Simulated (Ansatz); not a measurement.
# CH6Ge + CH4: a complex and its separated parts, part 2 of 2

Ansatz 0.2.0, Gaussian basis. Earlier steps stand in the parts before.

## 13. CAM-B3LYP-D4/def2-TZVPP

The inputs:

parta/in.yaml

```yaml
crystal:
  periodic: [false, false, false]
  atoms:
    - {symbol: Ge, position_ang: [-0.085677, -1.677493, -0.403537]}
    - {symbol: H, position_ang: [-0.293083, -3.086198, -0.988302]}
    - {symbol: H, position_ang: [-0.788067, -1.608012, 0.964425]}
    - {symbol: C, position_ang: [-0.810778, -0.325325, -1.611526]}
    - {symbol: H, position_ang: [1.422341, -1.454169, -0.190219]}
    - {symbol: H, position_ang: [-0.661109, 0.672108, -1.196865]}
    - {symbol: H, position_ang: [-1.879444, -0.484915, -1.759379]}
    - {symbol: H, position_ang: [-0.313121, -0.378573, -2.580486]}
basis:
  gaussian: {orbitals: def2-TZVPP}
hamiltonian: {xc: {name: CAM-B3LYP}, dispersion: d4}
```

partb/in.yaml

```yaml
crystal:
  periodic: [false, false, false]
  atoms:
    - {symbol: C, position_ang: [0.681713, 1.668454, 1.553056]}
    - {symbol: H, position_ang: [1.236679, 1.696135, 0.615685]}
    - {symbol: H, position_ang: [0.992240, 2.501386, 2.183279]}
    - {symbol: H, position_ang: [-0.385405, 1.747503, 1.347018]}
    - {symbol: H, position_ang: [0.883608, 0.728996, 2.066854]}
basis:
  gaussian: {orbitals: def2-TZVPP}
hamiltonian: {xc: {name: CAM-B3LYP}, dispersion: d4}
```

The same command starts each run, in its folder.

Run with:

```
$ ansatz run in.yaml --threads 8 --pin off --events-out ev --progress --plain --max-ram 19148MiB
```

parta printed (excerpt; [...] marks lines left out):

```text
Functional definition: CAM-B3LYP
  name "CAM-B3LYP"
  cite "Yanai, Tew & Handy, Chem. Phys. Lett. 393, 51 (2004) doi:10.1016/j.cplett.2004.06.011"
  cite "Iikura, Tsuneda, Yanai & Hirao, J. Chem. Phys. 115, 3540 (2001) doi:10.1063/1.1383587"
  cite "Becke, Phys. Rev. A 38, 3098 (1988) doi:10.1103/PhysRevA.38.3098"
  cite "Lee, Yang & Parr, Phys. Rev. B 37, 785 (1988) doi:10.1103/PhysRevB.37.785"
[...]
923 factors; their error is unknown
246 factors; integrals over basis functions are off by at most 9.8e-6 eV
[...]
mean field -57656.05997312 eV, -2118.8211233309 hartree, gradient 7.7e-5 eV, S^2 0.000000; 0 other end points of the search recorded, 0 dependent functions left out
reference -57656.06009372 eV, -2118.8211277630 hartree; 22, 22 occupied and 141, 141 virtual orbitals, 923 factors
Total energy: -57656.14534668 eV, -2118.8242607517 hartree
```

Output in partb (excerpt; [...] marks lines left out):

```text
[... 6 set-up lines as earlier in the session ...]
[...]
  # Exact exchange under (alpha + beta erf(omega r))/r, Becke's under what is left of 1/r.
[...]
416 factors; their error is unknown
123 factors; integrals over basis functions are off by at most 4.1e-6 eV
[...]
mean field -1102.19257532 eV, -40.5048300501 hartree, gradient 1.8e-5 eV, S^2 0.000000; 0 other end points of the search recorded, 0 dependent functions left out
reference -1102.19266657 eV, -40.5048334036 hartree; 5, 5 occupied and 82, 82 virtual orbitals, 416 factors
Total energy: -1102.21099901 eV, -40.5055071083 hartree
```

Wall times: 0.5 s (parta), 0.15 s (partb) on 8 threads of Intel Xeon 6975P-C, shared host.

## 14. wB97X-V/def2-TZVPP

The same edit goes into each in.yaml of step 13 (parta, partb):

```diff
-hamiltonian: {xc: {name: CAM-B3LYP}, dispersion: d4}
+hamiltonian: {xc: {name: wB97X-V}}
```

One command serves all of them, each in its own folder.

Run with:

```
$ ansatz run in.yaml --threads 8 --pin off --events-out ev --progress --plain --max-ram 19148MiB
```

Output in parta (excerpt; [...] marks lines left out):

```text
Functional definition: wB97X-V
  name "wB97X-V"
  cite "Mardirossian & Head-Gordon, Phys. Chem. Chem. Phys. 16, 9904 (2014) doi:10.1039/C3CP54374A"
[... 2 set-up lines as earlier in the session ...]
[...]
      + integral(e_c_pw_opposite_spin*poly(b97_u_opposite, cos0, cos1)) + vv10(b, c)
923 factors; their error is unknown
229 factors; integrals over basis functions are off by at most 8.3e-6 eV
[...]
mean field -57648.00475028 eV, -2118.5250993517 hartree, gradient 6.5e-5 eV, S^2 0.000000; 0 other end points of the search recorded, 0 dependent functions left out
reference -57648.00474846 eV, -2118.5250992850 hartree; 22, 22 occupied and 141, 141 virtual orbitals, 923 factors
Total energy: -57648.00474846 eV, -2118.5250992850 hartree
```

Output in partb (excerpt; [...] marks lines left out):

```text
[... 5 set-up lines as earlier in the session ...]
[...]
      + integral(e_c_pw_opposite_spin*poly(b97_u_opposite, cos0, cos1)) + vv10(b, c)
416 factors; their error is unknown
123 factors; integrals over basis functions are off by at most 1.3e-5 eV
[...]
mean field -1102.50992406 eV, -40.5164924012 hartree, gradient 2.6e-5 eV, S^2 0.000000; 0 other end points of the search recorded, 0 dependent functions left out
reference -1102.50992272 eV, -40.5164923518 hartree; 5, 5 occupied and 82, 82 virtual orbitals, 416 factors
Total energy: -1102.50992272 eV, -40.5164923518 hartree
```

Wall times: 0.9 s (parta), 0.25 s (partb) on 8 threads of Intel Xeon 6975P-C, shared host.

## 15. wB97M-V/def2-TZVPP

The same edit goes into each in.yaml of step 14 (parta, partb):

```diff
-hamiltonian: {xc: {name: wB97X-V}}
+hamiltonian: {xc: {name: wB97M-V}}
```

The same command starts each run, in its folder.

Run with:

```
$ ansatz run in.yaml --threads 8 --pin off --events-out ev --progress --plain --max-ram 19148MiB
```

Output in parta (excerpt; [...] marks lines left out):

```text
Functional definition: wB97M-V
  name "wB97M-V"
  cite "Mardirossian & Head-Gordon, J. Chem. Phys. 144, 214110 (2016) doi:10.1063/1.4952647"
[... 2 set-up lines as earlier in the session ...]
  # Of w^i u^j: cxij and so on, Table III.
[...]
  gx(w, u) = 1 - cx + cx01*u + cx10*w
[...]
      + integral(e_c_pw_mod_opposite_spin*gos(b97_w_opposite, b97_u_opposite)) + vv10(b, c)
920 factors; their error is unknown
229 factors; integrals over basis functions are off by at most 8.3e-6 eV
[...]
mean field -57649.15083936 eV, -2118.5672173487 hartree, gradient 1.3e-5 eV, S^2 0.000000; 0 other end points of the search recorded, 0 dependent functions left out
reference -57649.15088318 eV, -2118.5672189588 hartree; 22, 22 occupied and 141, 141 virtual orbitals, 920 factors
Total energy: -57649.15088318 eV, -2118.5672189588 hartree
```

Log of partb (excerpt; [...] marks lines left out):

```text
[... 5 set-up lines as earlier in the session ...]
  # Of w^i u^j: cxij and so on, Table III.
[...]
  gx(w, u) = 1 - cx + cx01*u + cx10*w
[...]
      + integral(e_c_pw_mod_opposite_spin*gos(b97_w_opposite, b97_u_opposite)) + vv10(b, c)
416 factors; their error is unknown
123 factors; integrals over basis functions are off by at most 1.3e-5 eV
[...]
mean field -1101.86516649 eV, -40.4927979974 hartree, gradient 1.9e-5 eV, S^2 0.000000; 0 other end points of the search recorded, 0 dependent functions left out
reference -1101.86519903 eV, -40.4927991934 hartree; 5, 5 occupied and 82, 82 virtual orbitals, 416 factors
Total energy: -1101.86519903 eV, -40.4927991934 hartree
```

Times: 0.9 s (parta), 0.25 s (partb) on 8 threads of Intel Xeon 6975P-C, shared host.

## 16. B2PLYP/def2-TZVPP

Each input of step 15 (parta, partb) changes in the same lines:

```diff
-hamiltonian: {xc: {name: wB97M-V}}
+hamiltonian: {xc: {name: B2PLYP}}
```

The same command starts each run, in its folder.

Run with:

```
$ ansatz run in.yaml --threads 8 --pin off --events-out ev --progress --plain --max-ram 19148MiB
```

Output in parta (excerpt; [...] marks lines left out):

```text
Functional definition: B2PLYP
  name "B2PLYP"
  cite "Grimme, J. Chem. Phys. 124, 034108 (2006) doi:10.1063/1.2148954"
[... 2 set-up lines as earlier in the session ...]
[...]
951 factors; integrals over basis functions are off by at most 1.1e-3 eV
[...]
mean field -57638.16274918 eV, -2118.1634124826 hartree, gradient 2.9e-6 eV, S^2 0.000000; 0 other end points of the search recorded, 0 dependent functions left out
10 core orbitals not correlated: weight in the atoms' cores, before any rotation towards them, 1.000 or more for the frozen orbitals, at most 0.000 for the correlated occupied ones
reference -57638.16290575 eV, -2118.1634182363 hartree; 12, 12 occupied and 141, 141 virtual orbitals, 951 factors
second order -15.00820562 eV of doubles, -0.00000000 eV of singles
Total energy: -57642.21512127 eV, -2118.3123344099 hartree
```

Log of partb (excerpt; [...] marks lines left out):

```text
[... 5 set-up lines as earlier in the session ...]
[...]
482 factors; integrals over basis functions are off by at most 1.0e-3 eV
[...]
mean field -1099.97182988 eV, -40.4232191603 hartree, gradient 9.2e-6 eV, S^2 0.000000; 0 other end points of the search recorded, 0 dependent functions left out
1 core orbitals not correlated: weight in the atoms' cores, before any rotation towards them, 1.000 or more for the frozen orbitals, at most 0.000 for the correlated occupied ones
reference -1099.97194702 eV, -40.4232234650 hartree; 4, 4 occupied and 82, 82 virtual orbitals, 482 factors
second order -6.44343202 eV of doubles, -0.00000000 eV of singles
Total energy: -1101.71167366 eV, -40.4871572401 hartree
```

Wall times: 0.65 s (parta), 0.15 s (partb) on 8 threads of Intel Xeon 6975P-C, shared host.

## 17. PBE-QIDH/def2-TZVPP

Each input of step 16 (parta, partb) changes in the same lines:

```diff
-hamiltonian: {xc: {name: B2PLYP}}
+hamiltonian: {xc: {name: PBE-QIDH}}
```

The same command starts each run, in its folder.

Run with:

```
$ ansatz run in.yaml --threads 8 --pin off --events-out ev --progress --plain --max-ram 19148MiB
```

parta printed (excerpt; [...] marks lines left out):

```text
Functional definition: PBE-QIDH
  name "PBE-QIDH"
  cite "Brémond, Sancho-García, Pérez-Jiménez & Adamo, J. Chem. Phys. 141, 031101 (2014) doi:10.1063/1.4890314"
[... 1 set-up line as earlier in the session ...]
[...]
951 factors; integrals over basis functions are off by at most 1.1e-3 eV
[...]
mean field -57631.21410115 eV, -2117.9080543773 hartree, gradient 2.5e-6 eV, S^2 0.000000; 0 other end points of the search recorded, 0 dependent functions left out
10 core orbitals not correlated: weight in the atoms' cores, before any rotation towards them, 1.000 or more for the frozen orbitals, at most 0.000 for the correlated occupied ones
reference -57631.21411279 eV, -2117.9080548049 hartree; 12, 12 occupied and 141, 141 virtual orbitals, 951 factors
second order -13.94853976 eV of doubles, -0.00000000 eV of singles
Total energy: -57635.86362604 eV, -2118.0789212654 hartree
```

partb printed (excerpt; [...] marks lines left out):

```text
[... 4 set-up lines as earlier in the session ...]
[...]
482 factors; integrals over basis functions are off by at most 1.0e-3 eV
[...]
mean field -1099.27814233 eV, -40.3977266130 hartree, gradient 6.9e-6 eV, S^2 0.000000; 0 other end points of the search recorded, 0 dependent functions left out
1 core orbitals not correlated: weight in the atoms' cores, before any rotation towards them, 1.000 or more for the frozen orbitals, at most 0.000 for the correlated occupied ones
reference -1099.27815066 eV, -40.3977269192 hartree; 4, 4 occupied and 82, 82 virtual orbitals, 482 factors
second order -6.01427032 eV of doubles, -0.00000000 eV of singles
Total energy: -1101.28290743 eV, -40.4714003718 hartree
```

Wall times: 0.65 s (parta), 0.15 s (partb) on 8 threads of Intel Xeon 6975P-C, shared host.

## 18. RPA on PBE/def2-TZVPP

Each input of step 17 (parta, partb) changes in the same lines:

```diff
-hamiltonian: {xc: {name: PBE-QIDH}}
+hamiltonian: {xc: pbe}
+correlation: {method: rpa}
```

One command serves all of them, each in its own folder.

Run with:

```
$ ansatz run in.yaml --threads 8 --pin off --events-out ev --progress --plain --max-ram 19148MiB
```

Log of parta (excerpt; [...] marks lines left out):

```text
[... 4 set-up lines as earlier in the session ...]
[...]
951 factors; integrals over basis functions are off by at most 1.1e-3 eV
[...]
mean field -57642.97366130 eV, -2118.3402102419 hartree, gradient 3.7e-6 eV, S^2 0.000000; 0 other end points of the search recorded, 0 dependent functions left out
10 core orbitals not correlated: weight in the atoms' cores, before any rotation towards them, 1.000 or more for the frozen orbitals, at most 0.000 for the correlated occupied ones
reference -57598.34484549 eV, -2116.7001315113 hartree; 12, 12 occupied and 141, 141 virtual orbitals, 951 factors
Total energy: -57619.41367530 eV, -2117.4743967258 hartree
```

Log of partb (excerpt; [...] marks lines left out):

```text
[... 4 set-up lines as earlier in the session ...]
[...]
482 factors; integrals over basis functions are off by at most 1.0e-3 eV
[...]
mean field -1101.08956898 eV, -40.4642953148 hartree, gradient 1.5e-6 eV, S^2 0.000000; 0 other end points of the search recorded, 0 dependent functions left out
1 core orbitals not correlated: weight in the atoms' cores, before any rotation towards them, 1.000 or more for the frozen orbitals, at most 0.000 for the correlated occupied ones
reference -1094.05482268 eV, -40.2057731563 hartree; 4, 4 occupied and 82, 82 virtual orbitals, 482 factors
Total energy: -1103.78824663 eV, -40.5634698891 hartree
```

They took 0.55 s (parta), 0.15 s (partb) on 8 threads of Intel Xeon 6975P-C, shared host.

## 19. CCSD(T)/def2-TZVPP

The same edit goes into each in.yaml of step 18 (parta, partb):

```diff
-hamiltonian: {xc: pbe}
-correlation: {method: rpa}
+correlation: {method: ccsd_t}
```

Each run has its own folder and the same command.

Run with:

```
$ ansatz run in.yaml --threads 8 --pin off --events-out ev --progress --plain --max-ram 19148MiB
```

Log of parta (excerpt; [...] marks lines left out):

```text
Functional definition: HF
  name "HF"
  cite "Fock, Z. Phys. 61, 126 (1930) doi:10.1007/BF01340294"
[... 1 set-up line as earlier in the session ...]
[...]
951 factors; integrals over basis functions are off by at most 1.1e-3 eV
[...]
mean field -57599.36907263 eV, -2116.7377711647 hartree, gradient 2.2e-6 eV, S^2 0.000000; 0 other end points of the search recorded, 0 dependent functions left out
10 core orbitals not correlated: weight in the atoms' cores, before any rotation towards them, 1.000 or more for the frozen orbitals, at most 0.000 for the correlated occupied ones
reference -57599.36907263 eV, -2116.7377711647 hartree; 12, 12 occupied and 141, 141 virtual orbitals, 951 factors
second order -12.37880906 eV of doubles, -0.00000000 eV of singles
cycle   1  -12.71084217 eV  change   -3.3e-1 eV  update   8.0e-2
[...]
cycle   8  -13.17073691 eV  change   -6.4e-6 eV  update   1.4e-5
perturbative correction -0.43788736 eV, -0.0160920638 hartree
Total energy: -57612.97769691 eV, -2117.2378788826 hartree
```

partb printed (excerpt; [...] marks lines left out):

```text
[... 4 set-up lines as earlier in the session ...]
[...]
482 factors; integrals over basis functions are off by at most 1.0e-3 eV
[...]
mean field -1094.28754249 eV, -40.2143254518 hartree, gradient 9.5e-7 eV, S^2 0.000000; 0 other end points of the search recorded, 0 dependent functions left out
1 core orbitals not correlated: weight in the atoms' cores, before any rotation towards them, 1.000 or more for the frozen orbitals, at most 0.000 for the correlated occupied ones
reference -1094.28754249 eV, -40.2143254518 hartree; 4, 4 occupied and 82, 82 virtual orbitals, 482 factors
second order -5.38054052 eV of doubles, -0.00000000 eV of singles
cycle   1  -5.77369392 eV  change   -3.9e-1 eV  update   4.2e-2
[...]
cycle   8  -5.93359658 eV  change   -3.0e-7 eV  update   1.3e-6
perturbative correction -0.16938815 eV, -0.0062248996 hartree
Total energy: -1100.39052722 eV, -40.4386060037 hartree
```

Times: 2.5 s (parta), 0.25 s (partb) on 8 threads of Intel Xeon 6975P-C, shared host; peak memory 1.4 GiB.

## 20. Vibrations of CH6Ge

Input file vib-parta/in.yaml:

```yaml
crystal:
  periodic: [false, false, false]
  atoms:
    - {symbol: Ge, position_ang: [-0.085677, -1.677493, -0.403537]}
    - {symbol: H, position_ang: [-0.293083, -3.086198, -0.988302]}
    - {symbol: H, position_ang: [-0.788067, -1.608012, 0.964425]}
    - {symbol: C, position_ang: [-0.810778, -0.325325, -1.611526]}
    - {symbol: H, position_ang: [1.422341, -1.454169, -0.190219]}
    - {symbol: H, position_ang: [-0.661109, 0.672108, -1.196865]}
    - {symbol: H, position_ang: [-1.879444, -0.484915, -1.759379]}
    - {symbol: H, position_ang: [-0.313121, -0.378573, -2.580486]}
basis:
  gaussian: {orbitals: def2-TZVP}
hamiltonian: {xc: pbe0, dispersion: d4}
phonons: {temperatures: {t_min: 298.15, t_max: 900, t_step: 200}}
```

Run with:

```
$ ansatz run in.yaml --threads 8 --pin off --events-out ev --progress --plain --max-ram 19148MiB
```

Log (excerpt; [...] marks lines left out):

```text
[... 5 set-up lines as earlier in the session ...]
[...]
845 factors; their error is unknown
[...]
mean field -57644.80041911 eV, -2118.4073423531 hartree, gradient 4.0e-5 eV, S^2 0.000000; 0 other end points of the search recorded, 0 dependent functions left out
[...]
Atom 5 at    -0.661109     0.672108    -1.196865 Å, force     0.000322     0.001217     0.001170 eV/Å
Atom 6 at    -1.879444    -0.484915    -1.759379 Å, force    -0.000089     0.000810     0.000186 eV/Å
Atom 7 at    -0.313121    -0.378573    -2.580486 Å, force     0.000252     0.001015     0.000183 eV/Å
Dipole moment:    -0.056060     0.104495    -0.093396 e Å
Vibrations: 163.90 490.15 490.21 609.70 842.18 846.18 846.23 899.86 899.89 1266.69 1458.28 1458.42 2147.53 2148.07 2148.17 3066.58 3157.76 3158.29 cm⁻¹, zero-point energy 1.617874 eV
```

It took 10 s on 8 threads of Intel Xeon 6975P-C, shared host.

The modes, with what each moves most:

| mode | wavenumber (cm⁻¹) | character |
| --- | --- | --- |
| 1 | 164 | torsion |
| 2 | 490 | bend |
| 3 | 490 | bend |
| 4 | 610 | Ge–C stretch |
| 5 | 842 | bend |
| 6 | 846 | bend with wag or twist |
| 7 | 846 | bend with wag or twist |
| 8 | 900 | bend |
| 9 | 900 | bend |
| 10 | 1267 | bend |
| 11 | 1458 | bend |
| 12 | 1458 | bend |
| 13 | 2148 | Ge–H stretch |
| 14 | 2148 | Ge–H stretch |
| 15 | 2148 | Ge–H stretch |
| 16 | 3067 | C–H stretch |
| 17 | 3158 | C–H stretch |
| 18 | 3158 | C–H stretch |

Vibrational sums (real modes only):

| T (K) | entropy (J/mol/K) | heat capacity (J/mol/K) |
| --- | --- | --- |
| 298 | 21.6 | 35.7 |
| 498 | 46.9 | 63.7 |
| 698 | 71.8 | 83.6 |
| 898 | 94.7 | 98.3 |

## 21. Vibrations of CH4

Input file vib-partb/in.yaml:

```yaml
crystal:
  periodic: [false, false, false]
  atoms:
    - {symbol: C, position_ang: [0.681713, 1.668454, 1.553056]}
    - {symbol: H, position_ang: [1.236679, 1.696135, 0.615685]}
    - {symbol: H, position_ang: [0.992240, 2.501386, 2.183279]}
    - {symbol: H, position_ang: [-0.385405, 1.747503, 1.347018]}
    - {symbol: H, position_ang: [0.883608, 0.728996, 2.066854]}
basis:
  gaussian: {orbitals: def2-TZVP}
hamiltonian: {xc: pbe0, dispersion: d4}
phonons: {temperatures: {t_min: 298.15, t_max: 900, t_step: 200}}
```

Run with:

```
$ ansatz run in.yaml --threads 8 --pin off --events-out ev --progress --plain --max-ram 19148MiB
```

Log (excerpt; [...] marks lines left out):

```text
[... 5 set-up lines as earlier in the session ...]
[...]
356 factors; their error is unknown
[...]
mean field -1101.35639008 eV, -40.4741008092 hartree, gradient 3.8e-5 eV, S^2 0.000000; 0 other end points of the search recorded, 0 dependent functions left out
[...]
Atom 2 at     0.992240     2.501386     2.183279 Å, force     0.000545    -0.001236     0.001364 eV/Å
Atom 3 at    -0.385405     1.747503     1.347018 Å, force     0.002462    -0.000364    -0.003611 eV/Å
Atom 4 at     0.883608     0.728996     2.066854 Å, force     0.000613     0.000289     0.001282 eV/Å
Dipole moment:     0.000025     0.000011     0.000052 e Å
Vibrations: 1326.28 1326.45 1326.65 1550.95 1551.21 3046.77 3167.41 3167.66 3167.83 cm⁻¹, zero-point energy 1.216979 eV
```

It took 1.5 s on 8 threads of Intel Xeon 6975P-C, shared host.

The modes, with what each moves most:

| mode | wavenumber (cm⁻¹) | character |
| --- | --- | --- |
| 1 | 1326 | bend |
| 2 | 1326 | bend |
| 3 | 1327 | bend |
| 4 | 1551 | bend |
| 5 | 1551 | bend |
| 6 | 3047 | C–H stretch |
| 7 | 3167 | C–H stretch |
| 8 | 3168 | C–H stretch |
| 9 | 3168 | C–H stretch |

Vibrational sums (real modes only):

| T (K) | entropy (J/mol/K) | heat capacity (J/mol/K) |
| --- | --- | --- |
| 298 | 0.4 | 2.2 |
| 498 | 3.7 | 12.5 |
| 698 | 9.8 | 23.6 |
| 898 | 16.9 | 33.1 |

## 22. Complex less separated parts

The complex's own energies come from single points at the same levels.

Rows are in def2-TZVPP; times add the 3 runs of a level on a shared host, so small differences are noise.

Differences are taken before rounding.

| method | rung | complex less parts (kcal/mol) | from CCSD(T) (kcal/mol) | time |
| --- | --- | --- | --- | --- |
| SPW92 | LDA | -1.58 | -0.52 | 0.8 s |
| PBE-D4 | GGA | -1.27 | -0.21 | 1 s |
| BLYP-D4 | GGA | -0.91 | +0.15 | 1.1 s |
| r2SCAN-D4 | meta-GGA | -0.94 | +0.11 | 1.7 s |
| B97M-V | meta-GGA | -0.96 | +0.10 | 3 s |
| PBE0-D4 | hybrid | -1.16 | -0.11 | 1.4 s |
| B3LYP-D4 | hybrid | -1.04 | +0.02 | 1.2 s |
| r2SCAN0-D4 | hybrid | -0.99 | +0.07 | 1.9 s |
| BHLYP-D4 | hybrid | -1.13 | -0.07 | 1.2 s |
| CAM-B3LYP-D4 | range-separated hybrid | -1.06 | 0.00 | 1.5 s |
| wB97X-V | range-separated hybrid | -1.08 | -0.02 | 2.9 s |
| wB97M-V | range-separated hybrid | -0.99 | +0.06 | 3 s |
| B2PLYP | double hybrid | -0.12 | +0.94 | 2.1 s |
| PBE-QIDH | double hybrid | -0.54 | +0.51 | 2.2 s |
| RPA on PBE | RPA | -0.91 | +0.15 | 2.1 s |
| Hartree-Fock | wavefunction | 0.55 | +1.61 |  |
| MP2 | wavefunction | -1.06 | 0.00 |  |
| CCSD | wavefunction | -0.86 | +0.20 |  |
| CCSD(T) | wavefunction | -1.06 | 0 | 21 s |

Among the levels timed on like hardware and quicker than the yardstick, those that no quicker one beats, quickest first: SPW92 (0.8 s, -0.52 kcal/mol); PBE-D4 (1 s, -0.21 kcal/mol); BLYP-D4 (1.1 s, +0.15 kcal/mol); BHLYP-D4 (1.2 s, -0.07 kcal/mol); B3LYP-D4 (1.2 s, +0.02 kcal/mol); CAM-B3LYP-D4 (1.5 s, 0.00 kcal/mol).

For cost: CAM-B3LYP-D4 gets within 0.00 kcal/mol in 1.5 s, where CCSD(T) took 21 s; the quickest level in the cost chart, SPW92, takes 0.8 s and misses by 0.52 kcal/mol.

The complex's zero-point energy, from a separate PBE0-D4 run, is 2.855 eV.

## 23. What came out

What follows sums up all 2 parts.

```
                              quantity           value
complex less parts, CCSD(T)/def2-TZVPP  -1.06 kcal/mol
                with zero-point energy  -0.58 kcal/mol
                 largest T1 diagnostic           0.010
```

**Reading.** At CCSD(T) the complex lies 1.06 kcal/mol below its parts. CAM-B3LYP-D4 is the best functional here (0.00 kcal/mol from CCSD(T)); B2PLYP is the worst (+0.94 kcal/mol). Mean unsigned error by rung: LDA 0.52, GGA 0.18, meta-GGA 0.11, hybrid 0.07, range-separated hybrid 0.03, double hybrid 0.73 kcal/mol. The double hybrids carry no dispersion term here, unlike the levels marked D4 or V. PBE-D4 gives a relative energy 0.21 kcal/mol too low, an error of 20 % of the reference. No counterpoise was applied, and triple zeta lacks some correlation, so the CCSD(T) reference has a basis error of its own, and close matches with it are partly luck.
